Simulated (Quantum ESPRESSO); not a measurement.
Crystal: CsPbBr3.

```xyz
5
Lattice="5.8700 0.0000 0.0000 0.0000 5.8700 0.0000 0.0000 0.0000 5.8700" Properties=species:S:1:pos:R:3 pbc="T T T"
Pb    2.9350    2.9350    2.9350
Cs    0.0000    0.0000    0.0000
Br    2.9350    2.9350    0.0000
Br    2.9350    0.0000    2.9350
Br    0.0000    2.9350    2.9350
```

Measurements of this composition are mostly on another form, of space group No. 62.

Program: Quantum ESPRESSO 7.5. Alike in all runs: no spin polarisation; cell as given; k mesh 5 × 5 × 5; smearing fermi-dirac 0.05 eV. Hardware: 2 MPI ranks on Intel(R) Xeon(R) Platinum 8488C (Sapphire Rapids), on a shared host.

Question: Order these runs on this cell by their wall time, lowest first.
A. task band structure; level LDA; potentials or basis GBRV 1.5 LDA; cutoff (eV) 612; SCF threshold 1e-09 Ry; form of the LDA correlation PZ81
B. task band structure; level r2SCAN; potentials or basis SG15 PBE 1.2; cutoff (eV) 762; symmetry off; SCF threshold 1e-08 Ry
C. task single point; level PBE; potentials or basis SSSP 1.3 efficiency PBE; cutoff (eV) 748; SCF threshold 1e-09 Ry

Answer: C (78 s), A (230 s), B (930 s).
